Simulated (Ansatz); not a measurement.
# GeF2: taking an electron away

One table from this session's results is given with a row withheld; the runs are named, their logs left out.

Program: Ansatz 0.2.0, Gaussian basis. Level of theory: unrestricted cation, the program's frozen cores in correlated methods. These are calculated values, not measurements.

The runs, in order: UKS PBE-D4/def2-TZVPP; UKS r2SCAN-D4/def2-TZVPP; UKS PBE0-D4/def2-TZVPP; UKS B3LYP-D4/def2-TZVPP; UKS wB97X-V/def2-TZVPP; UKS wB97M-V/def2-TZVPP; UKS B2PLYP/def2-TZVPP; UHF-CCSD(T)/def2-TZVPP; UHF-MP2/def2-QZVPP; extrapolation to the limit; then −ε(HOMO) from the neutral's earlier runs with LDA (SPW92), PBE-D4, revPBE-D4, BLYP-D4, r2SCAN-D4, B97M-V, PBE0-D4, B3LYP-D4, r2SCANh-D4, r2SCAN0-D4, HSE06-D4, BHLYP-D4, CAM-B3LYP-D4, LC-ωPBE, ωB97X-V, ωB97M-V.

### The relaxed structure

All runs share one geometry, relaxed beforehand with PBE0-D4 in a triple-zeta def2 set.

SMILES `[F][Ge][F]`, 3 atoms, charge 0, spin multiplicity 1.

Atoms are counted from 1 here; the program's logs count them from 0.

Bond lengths: F1–Ge2 1.745 Å, Ge2–F3 1.745 Å. Angles: F1–Ge2–F3 97.2°.

Geometry (Å):

```
F    -0.6759   -1.1018   -0.4975
Ge    0.6375   -0.2952    0.3202
F     0.0276    1.3321    0.1641
```

Set-up of the first run:

Input file in.yaml:

```yaml
crystal:
  periodic: [false, false, false]
  atoms:
    - {symbol: F, position_ang: [-0.675937, -1.101756, -0.497544]}
    - {symbol: Ge, position_ang: [0.637480, -0.295161, 0.320228]}
    - {symbol: F, position_ang: [0.027556, 1.332116, 0.164116]}
basis:
  gaussian: {orbitals: def2-TZVPP}
total_charge: 1
magnetization: {spin_polarized: true, initial_magnetization: 1}
hamiltonian: {xc: pbe, dispersion: d4}
```

Steps of the session up to this table: Cation, UKS PBE-D4/def2-TZVPP; Cation, UKS r2SCAN-D4/def2-TZVPP; Cation, UKS PBE0-D4/def2-TZVPP; Cation, UKS B3LYP-D4/def2-TZVPP; Cation, UKS wB97X-V/def2-TZVPP; Cation, UKS wB97M-V/def2-TZVPP; Cation, UKS B2PLYP (frozen core)/def2-TZVPP; Cation, UHF-CCSD(T)/def2-TZVPP; Cation, UHF-MP2/def2-QZVPP.

One table of the session follows, with a row left open; its other results are not shown here.

It belongs to the step «Ionisation energies side by side». Orbital estimates, from the neutral's runs:

| functional | −ε(HOMO) (eV) |
| --- | --- |
| LDA (SPW92) | 7.89 |
| PBE-D4 | 7.64 |
| revPBE-D4 | ? |
| BLYP-D4 | 7.57 |
| r2SCAN-D4 | 7.98 |
| B97M-V | 7.91 |
| PBE0-D4 | 8.94 |
| B3LYP-D4 | 8.79 |
| r2SCANh-D4 | 8.46 |
| r2SCAN0-D4 | 9.18 |
| HSE06-D4 | 8.53 |
| BHLYP-D4 | 10.15 |
| CAM-B3LYP-D4 | 10.36 |
| LC-ωPBE | 11.58 |
| ωB97X-V | 11.25 |
| ωB97M-V | 11.19 |

Q: Estimate the row for revPBE-D4 from the others.

**Answer.** −ε(HOMO) (eV): 7.55. In the column «−ε(HOMO) (eV)» it is the lowest.
